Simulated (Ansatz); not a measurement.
# KPb: the cost of one run

Program: Ansatz 0.2.0. Level of theory: DFT r2SCAN, scalar-relativistic, plane waves, PAW. These are calculated values, not measurements.

The COD cell was measured well above room temperature, so it is larger than a cold one.

## Step 1: The starting structure

Symmetry: Fm-3m, No. 225, cubic system. Conventional cell: a = 6.496 Å, b = 6.496 Å, c = 6.496 Å, α = 90.00°, β = 90.00°, γ = 90.00°. K (site symmetry m-3m) is surrounded by 6 Pb at 3.25 Å. Pb (site symmetry m-3m) is surrounded by 6 K at 3.25 Å.

As a file:

```
K Pb
1.0
     0.00000    3.24818    3.24818
     3.24818    0.00000    3.24818
     3.24818    3.24818    0.00000
K Pb
1 1
Direct
  0.00000 0.00000 0.00000
  0.50000 0.50000 0.50000
```

This is candidate A: rock salt type (Fm-3m, No. 225).

(A quick probe on a coarse mesh, which set the mesh and smearing, is not shown.)

## Step 3: A loose first relaxation (candidate A)

input.yaml

```yaml
crystal:
  lattice:
    - [0.0, 3.248178239, 3.248178239]
    - [3.248178239, 0.0, 3.248178239]
    - [3.248178239, 3.248178239, 0.0]
  atoms:
    - { symbol: K, position: [0.0, 0.0, 0.0] }
    - { symbol: Pb, position: [0.5, 0.5, 0.5] }
basis:
  ecutwfc: 500
kpoints:
  mp_grid: { grid: [4, 4, 4] }
hamiltonian:
  xc: r2scan
scf:
  occupations: { method: gaussian, width: 0.1 }
  lower_state_search: "off"
output:
  forces: true
  stress: true
  eigenvalues: true
relax:
  adjacent_minimum: "off"
  f_tol: 0.04
  max_steps: 70
  cell: { stress_tol: 0.4 }
```

The run is started by

```sh
> ansatz run input.yaml --threads 1 --pin off --max-ram 2560MiB --backend cpu --events-out ev --progress --plain --runs-dir out
```

**Question.** How long does this run take on 1 thread of Intel Xeon Platinum 8488C (Sapphire Rapids), shared host, and how much memory does it need?

About 16 s, with a peak of 0.63 GiB.
